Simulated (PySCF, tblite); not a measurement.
# C₁₀H₇N: excited states

Aim: compute the excited states of C₁₀H₇N (`[C-]#[N+]c1cc(C)c2c(c1)C=C2`).

Programs: tblite 0.8.0 and PySCF 2.14.0, with routines of our own; each step states its level. All values are computed. Atoms count from 0.

### Step 1. The system as given

18 atoms, charge 0, multiplicity 1; geometry from: force field or distance geometry start.

### Step 2. Geometry optimisation with GFN2-xTB

The job: settings as JSON, then the geometry in Å.

```
{"job": {"kind": "relax", "xc": "GFN2-xTB", "basis": "xTB"}, "charge": 0, "multiplicity": 1}
C      4.375000    -0.149100    -0.164400
N      3.191700    -0.192100    -0.125800
C      1.819300    -0.259000    -0.056400
C      1.080000     0.974900    -0.024200
C     -0.324600     0.962900     0.055100
C     -1.138500     2.211700     0.053700
C     -0.872000    -0.277900     0.035500
C     -0.155900    -1.435500    -0.001800
C      1.195200    -1.512200    -0.053100
C     -1.442900    -2.231400     0.022700
C     -2.156700    -1.069300     0.057900
H      1.621300     1.906800    -0.030600
H     -1.383100     2.512100    -0.957700
H     -2.060800     2.070000     0.611700
H     -0.589800     3.037600     0.541000
H      1.735700    -2.437700    -0.078800
H     -1.692600    -3.281000     0.009100
H     -3.210000    -0.824400     0.094400
```

Launch:

```sh
$ OMP_NUM_THREADS=1 python excited_run.py task.json out
```

This one command runs all jobs of the session in turn.

Standard output:

```text
step      E/eV     max force
  0    -754.50659    2.442
  1    -754.64567    3.457
  2    -754.64424    3.000
  3    -754.70168    0.463
  4    -754.70616    0.286
  5    -754.70952    0.238
  6    -754.71628    0.156
  7    -754.71867    0.132
  8    -754.72049    0.089
  9    -754.72159    0.075
 10    -754.72244    0.074
 11    -754.72300    0.066
 12    -754.72356    0.069
 13    -754.72414    0.057
 14    -754.72471    0.062
 15    -754.72519    0.056
 16    -754.72557    0.041
 17    -754.72591    0.048
 18    -754.72625    0.052
 19    -754.72658    0.052
 20    -754.72685    0.045
 21    -754.72707    0.039
 22    -754.72726    0.035
 23    -754.72746    0.034
 24    -754.72765    0.031
 25    -754.72780    0.027
 26    -754.72789    0.024
 27    -754.72795    0.022
 28    -754.72800    0.018
 29    -754.72805    0.014
 30    -754.72808    0.015
 31    -754.72811    0.011
 32    -754.72813    0.011
 33    -754.72815    0.012
 34    -754.72818    0.013
 35    -754.72821    0.015
 36    -754.72826    0.014
 37    -754.72831    0.016
 38    -754.72836    0.017
 39    -754.72841    0.018
 40    -754.72849    0.025
 41    -754.72862    0.033
 42    -754.72879    0.036
 43    -754.72896    0.029
 44    -754.72909    0.022
 45    -754.72918    0.026
 46    -754.72929    0.030
 47    -754.72943    0.035
 48    -754.72956    0.030
 49    -754.72968    0.027
 50    -754.72979    0.029
 51    -754.72996    0.038
 52    -754.73019    0.048
 53    -754.73042    0.064
 54    -754.73072    0.052
 55    -754.73112    0.038
 56    -754.73152    0.041
 57    -754.73193    0.043
 58    -754.73225    0.053
 59    -754.73237    0.044
 60    -754.73262    0.032
 61    -754.73285    0.043
 62    -754.73316    0.051
 63    -754.73340    0.049
 64    -754.73361    0.033
 65    -754.73377    0.041
 66    -754.73390    0.025
 67    -754.73402    0.025
 68    -754.73414    0.028
 69    -754.73426    0.025
 70    -754.73434    0.026
 71    -754.73448    0.026
 72    -754.73460    0.027
 73    -754.73472    0.024
 74    -754.73482    0.030
 75    -754.73489    0.026
 76    -754.73501    0.026
 77    -754.73513    0.023
 78    -754.73527    0.018
 79    -754.73532    0.016
 80    -754.73537    0.012
 81    -754.73539    0.012
 82    -754.73542    0.010
 83    -754.73544    0.014
 84    -754.73547    0.012
 85    -754.73549    0.012
 86    -754.73553    0.015
 87    -754.73557    0.018
 88    -754.73561    0.017
 89    -754.73565    0.010
 90    -754.73566    0.006
```

Wall time 1.1 s (1 thread of Arm Neoverse N1, shared host).

The steps of the relaxation: (not every step is listed) (the energy doesn't fall at every step)

```
step  energy from step 0 (eV)  largest force (eV/Å)
   0                   0.0000                2.4423
   1                  -0.1391                3.4572
   2                  -0.1377                2.9997
   3                  -0.1951                0.4628
   4                  -0.1996                0.2859
   5                  -0.2029                0.2382
   6                  -0.2097                0.1564
   7                  -0.2121                0.1320
   8                  -0.2139                0.0886
  15                  -0.2186                0.0558
  22                  -0.2207                0.0349
  29                  -0.2215                0.0141
  36                  -0.2217                0.0142
  43                  -0.2224                0.0294
  50                  -0.2232                0.0293
  57                  -0.2253                0.0430
  64                  -0.2270                0.0333
  71                  -0.2279                0.0260
  78                  -0.2287                0.0185
  85                  -0.2289                0.0122
  86                  -0.2289                0.0153
  87                  -0.2290                0.0176
  88                  -0.2290                0.0165
  89                  -0.2291                0.0098
  90                  -0.2291                0.0060
```

Distances of close pairs at the start and the end, largest changes first:

```
  bond  before (Å)  after (Å)  change (Å)
 C6–C7       1.362      1.428      +0.066
 C2–C3       1.439      1.375      -0.064
 C2–C8       1.400      1.434      +0.034
C9–C10       1.364      1.343      -0.021
 C3–C4       1.407      1.425      +0.018
 C0–N1       1.185      1.168      -0.017
 N1–C2       1.376      1.359      -0.016
C5–H14       1.105      1.089      -0.015
```

The final coordinates are the input of the step that follows.

### Step 3. Vibrational analysis with GFN2-xTB

The job: settings as JSON, then the geometry in Å.

```
{"job": {"kind": "ir", "xc": "GFN2-xTB", "basis": "xTB"}, "charge": 0, "multiplicity": 1}
C      4.317648    -0.120906    -0.238463
N      3.151884    -0.159162    -0.173719
C      1.796008    -0.221619    -0.097848
C      1.068276     0.944008    -0.061956
C     -0.354722     0.950768     0.015587
C     -1.103694     2.244403     0.048361
C     -0.916550    -0.281879     0.053103
C     -0.159725    -1.491700     0.016382
C      1.184607    -1.517745    -0.059425
C     -1.454720    -2.256046     0.089958
C     -2.165613    -1.117349     0.124538
H      1.592246     1.888814    -0.095090
H     -0.889249     2.827354    -0.846547
H     -2.174025     2.065402     0.103041
H     -0.800614     2.835418     0.911886
H      1.796458    -2.405834    -0.090976
H     -1.687928    -3.302484     0.107514
H     -3.209048    -0.875127     0.181998
```

Standard output:

```text
mode    cm-1     km/mol
  1      72.0      0.59
  2     108.5      1.30
  3     141.8      2.95
  4     171.9      1.21
  5     246.0      4.12
  6     248.1      0.69
  7     263.8      0.83
  8     364.2      0.22
  9     403.2      0.18
 10     421.4      0.10
 11     488.9      1.44
 12     502.0      0.64
 13     574.0      2.83
 14     586.3      0.47
 15     672.8      1.52
 16     695.7      0.59
 17     786.3      3.78
 18     795.7     12.40
 19     840.5     27.26
 20     851.4      0.06
 21     868.6      0.18
 22     924.3      0.23
 23     992.5      0.86
 24    1013.5      3.79
 25    1029.2      7.38
 26    1037.5      3.49
 27    1078.9      5.08
 28    1121.9      1.86
 29    1162.9      3.17
 30    1214.1      0.10
 31    1238.0     18.03
 32    1356.9      1.82
 33    1391.9      3.46
 34    1400.6      8.33
 35    1474.8      5.09
 36    1477.8      1.95
 37    1486.9      8.42
 38    1573.9      0.99
 39    1650.9      5.64
 40    1708.7     17.53
 41    2193.0      1.96
 42    3007.6     21.70
 43    3019.9     21.34
 44    3053.9     16.72
 45    3083.7     20.07
 46    3096.5     18.32
 47    3137.0     18.90
 48    3156.0     51.79
```

Wall time 1.2 s (1 thread of Arm Neoverse N1, shared host).

The strongest bands and the atoms that carry them (share of the mass-weighted mode):

```
cm⁻¹  km/mol                               atoms
 840    27.3         H11 41 %, H15 32 %, C3 11 %
1238    18.0  C2 24 %, C4 21 %, C7 14 %, C6 11 %
3008    21.7                  H14 49 %, H12 42 %
3020    21.3                  H12 51 %, H14 44 %
3084    20.1                            H11 92 %
3096    18.3                            H15 92 %
3137    18.9                  H17 60 %, H16 33 %
3156    51.8                  H16 59 %, H17 32 %
```

### Step 4. Excited states: TDA PBE0/def2-SVP

Settings changed since step 3:

```diff
@@ -1,2 +1,2 @@
-{"job": {"kind": "ir", "xc": "GFN2-xTB", "basis": "xTB"}, "charge": 0, "multiplicity": 1}
+{"job": {"kind": "states", "xc": "PBE0", "basis": "def2-SVP", "tda": true, "soc": true, "nstates": 6, "ntriplets": 4, "nquad": 4}, "charge": 0, "multiplicity": 1}
 C      4.317648    -0.120906    -0.238463
```

Method: TDA PBE0/def2-SVP excited states, vertical, gas phase, spin-orbit mean-field couplings.

Standard output:

```text
coarse grid: 16264 points
cycle   1  E = -438.9504838540  dE =  2.115e+00  |g| = 3.687e-01  |ddm| = 5.337e+00
cycle   2  E = -438.9446001395  dE =  5.884e-03  |g| = 4.122e-01  |ddm| = 1.043e+00
cycle   3  E = -438.9830964190  dE = -3.850e-02  |g| = 1.425e-01  |ddm| = 5.733e-01
cycle   4  E = -438.9876792272  dE = -4.583e-03  |g| = 4.847e-02  |ddm| = 1.804e-01
cycle   5  E = -438.9881775997  dE = -4.984e-04  |g| = 1.795e-02  |ddm| = 5.884e-02
cycle   6  E = -438.9882613678  dE = -8.377e-05  |g| = 4.601e-03  |ddm| = 2.424e-02
cycle   7  E = -438.9882665145  dE = -5.147e-06  |g| = 1.304e-03  |ddm| = 6.357e-03
final grid: 160680 points
cycle   8  E = -439.0526045381  dE = -3.883e-05  |g| = 6.903e-03  |ddm| = 5.469e-02
cycle   9  E = -439.0525993764  dE =  5.162e-06  |g| = 8.162e-03  |ddm| = 1.987e-02
cycle  10  E = -439.0526167343  dE = -1.736e-05  |g| = 2.331e-03  |ddm| = 1.221e-02
cycle  11  E = -439.0526182527  dE = -1.518e-06  |g| = 3.572e-04  |ddm| = 2.889e-03
cycle  12  E = -439.0526182834  dE = -3.065e-08  |g| = 1.465e-04  |ddm| = 5.523e-04
cycle  13  E = -439.0526182877  dE = -4.314e-09  |g| = 6.189e-05  |ddm| = 1.595e-04
cycle  14  E = -439.0526182885  dE = -8.170e-10  |g| = 1.488e-05  |ddm| = 6.736e-05
converged SCF energy = -439.0526182885

Singlet excitations
state   eV       nm        f     d(h-e)  d(exc)  Lambda  PR(NTO)  |dmu|/D   mu/D   main configurations
  1   3.0544   405.9   0.00970   0.400   3.228   0.832   1.033    1.087    4.229   H->L 0.96
  2   4.3623   284.2   0.00114   0.320   3.193   0.694   1.908    0.776    4.539   H-1->L 0.61, H->L+1 0.34
  3   5.3736   230.7   0.06226   0.639   4.248   0.781   1.845    1.410    6.461   H->L+2 0.48, H-3->L 0.30, H->L+1 0.17
  4   5.5313   224.2   0.00676   4.597   5.358   0.243   1.002   12.497    7.505   H-2->L 0.99
  5   5.8651   211.4   0.00002   0.477   3.266   0.444   1.099                     H-4->L 0.89
  6   5.9721   207.6   0.00003   3.126   4.315   0.293   1.088                     H->L+3 0.92

Triplet excitations (Tamm-Dancoff)
state   eV     d(h-e)  d(exc)  Lambda  PR(NTO)   main configurations
  1   1.7587   0.226   2.966   0.833   1.070   H->L 0.95
  2   3.5928   0.168   2.996   0.696   1.973   H-1->L 0.54, H->L+1 0.39
  3   3.8216   0.296   2.800   0.758   1.993   H->L+2 0.35, H-3->L 0.28, H-1->L 0.19
  4   4.2305   0.138   3.065   0.737   1.714   H->L+1 0.43, H->L+2 0.27, H-1->L 0.25
S1 - T1 = 1.2957 eV

Spin-orbit couplings |<S|Hso|T>| (cm-1)
             T1       T2       T3       T4
S0        0.074    0.035    0.063    0.040
S1        0.000    0.055    0.020    0.011
S2        0.031    0.002    0.013    0.005
S3        0.008    0.009    0.003    0.032
S4        0.933    0.325    0.169    0.174
S5        2.089    1.999    2.188    2.233
S6        1.760    3.721    4.727    1.349
T1 sublevels (cm-1): 0.000 0.000 0.000   radiative rates (1/s): 0.00026 9.42e-07 5.24e-05
```

Wall time 70 s (1 thread of Arm Neoverse N1, shared host); peak memory 0.9 GiB.

From this job:

```
  quantity    value
S1 less T1  1.30 eV
```

### Step 5. Outcome

| quantity | value |
| --- | --- |
| strongest single infrared mode (GFN2-xTB) | 3156 cm⁻¹, 52 km/mol |
| zero-point energy (GFN2-xTB) | 83.2 kcal/mol |
| S1 less T1 (step 4, TDA PBE0/def2-SVP) | 1.30 eV |

What this shows: No mode is imaginary among the 48: a minimum at this level. The strongest single mode, at 3156 cm⁻¹, moves mainly H16 and H17. Unscaled tight-binding wavenumbers are off by several per cent, some by more. Its intensities can rank the bands wrongly. In step 4, the number of triplets below S1 is 1, and the largest singlet-triplet spin-orbit coupling is S6–T3, 4.73 cm⁻¹.
